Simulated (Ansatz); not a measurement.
**F₃HSeZr: basis-set convergence**

One table from this session's results is given with a row withheld; the runs are named, their logs left out.

The runs use Ansatz 0.2.0, Gaussian basis; one geometry, several basis sets.

The runs, in order: PBE0-D4/def2-SVP; ωB97M-V/def2-SVP; PBE0-D4/def2-QZVPP; ωB97M-V/def2-QZVPP; the functionals' def2-TZVPP values are taken from earlier runs.

### The relaxed structure

The geometry comes from an earlier relaxation with PBE0-D4 in a triple-zeta def2 set; it is a stationary point. Zr takes the def2 core potential; no spin-orbit term is included.

6 atoms, charge 0, spin multiplicity 1.

Atoms are counted from 1 here; the program's logs count them from 0.

Bond lengths: F1–Zr2 1.891 Å, Zr2–F3 1.887 Å, Zr2–F4 1.891 Å, Zr2–Se5 2.579 Å, Se5–H6 1.474 Å. Angles: F1–Zr2–F3 111.5°, F1–Zr2–F4 107.3°, F1–Zr2–Se5 109.8°, F3–Zr2–F4 111.5°, F3–Zr2–Se5 106.8°, F4–Zr2–Se5 109.8°, Zr2–Se5–H6 87.8°.

Set-up of the first run:

The input, in.yaml:

```yaml
crystal:
  periodic: [false, false, false]
  atoms:
    - {symbol: F, position_ang: [-1.049389, -1.413620, 1.038457]}
    - {symbol: Zr, position_ang: [0.228800, -0.552056, -0.056411]}
    - {symbol: F, position_ang: [1.965229, -1.223835, 0.248866]}
    - {symbol: F, position_ang: [-0.306398, -0.803226, -1.852217]}
    - {symbol: Se, position_ang: [0.294929, 1.966930, 0.491525]}
    - {symbol: H, position_ang: [-1.133171, 2.025818, 0.129770]}
basis:
  gaussian: {orbitals: def2-SVP}
hamiltonian: {xc: pbe0, dispersion: d4}
output: {orbitals: {seedname: orbitals}}
```

Command:

```bash
ansatz run in.yaml --threads 4 --pin off --events-out ev --progress --plain --max-ram 10444MiB
```

Steps of the session up to this table: PBE0-D4 in def2-SVP; ωB97M-V in def2-SVP; PBE0-D4 in def2-QZVPP; ωB97M-V in def2-QZVPP.

One table of the session follows, with a row left open; its other results are not shown here.

It belongs to the step «Density functionals: the series». 

```
functional       basis  HOMO (eV)  LUMO (eV)
   PBE0-D4    def2-SVP      -7.65      -1.92
   PBE0-D4  def2-TZVPP      -7.71      -1.95
   PBE0-D4  def2-QZVPP      -7.71      -1.93
   ωB97M-V    def2-SVP      -9.71       0.24
   ωB97M-V  def2-TZVPP      -9.80       0.18
   ωB97M-V  def2-QZVPP          ?          ?
```

**Question.** Estimate the row for ωB97M-V, def2-QZVPP.

As computed: HOMO (eV): -9.80; LUMO (eV): 0.14.
